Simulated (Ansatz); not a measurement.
# TiW3: the cost of one run

Method: DFT PBE, scalar-relativistic, plane waves, PAW, in Ansatz 0.2.0.

### Step 1. The starting structure

The structure is hexagonal, space group P-6m2 (No. 187). Conventional cell: a = 2.679 Å, b = 2.679 Å, c = 10.660 Å, α = 90.00°, β = 90.00°, γ = 120.00°. Ti (site symmetry -6m2) has 6 Ti at 2.68 Å as nearest neighbours. Around W (site symmetry 3m) lie 6 W at 2.68 Å. W (site symmetry -6m2) is surrounded by 6 W at 2.68 Å.

Coordinates:

```
Ti W
1.0
     2.67892    0.00000    0.00000
    -1.33946    2.32001    0.00000
     0.00000    0.00000   10.65951
Ti W
1 3
Cartesian
  1.3395 0.7733 5.3298
  0.0000 1.5467 7.9946
  0.0000 1.5467 2.6649
  1.3395 0.7733 0.0000
```

The start is an ordering of an alloy on its end members' structure types: elements ordered on the sites of the Cd type, Ti/W on Cd (P-6m2, No. 187).

### Step 2. Probe: one point on a coarse mesh

File input.yaml:

```yaml
crystal:
  lattice:
    - [2.67892253, 0.0, 0.0]
    - [-1.33946126, 2.32001496, 0.0]
    - [0.0, 0.0, 10.65950975]
  atoms:
    - { symbol: Ti, position: [0.66666667, 0.33333333, 0.5] }
    - { symbol: W, position: [0.33333333, 0.66666667, 0.75] }
    - { symbol: W, position: [0.33333333, 0.66666667, 0.25] }
    - { symbol: W, position: [0.66666667, 0.33333333, 0.0] }
basis:
  ecutwfc: 420
kpoints:
  mp_grid: { grid: [6, 6, 2] }
hamiltonian:
  xc: pbe
scf:
  occupations: { method: gaussian, width: 0.1 }
  lower_state_search: "off"
output:
  forces: true
  stress: true
  eigenvalues: true
```

Launch:

```bash
ansatz run input.yaml --threads 1 --pin off --max-ram 2560MiB --backend cpu --events-out ev --progress --plain --runs-dir out
```

**Question.** How long does this run take on 1 thread of Intel Xeon at 2.70GHz, shared host, and how much memory does it need?

About 3.9 s, with a peak of 0.34 GiB.
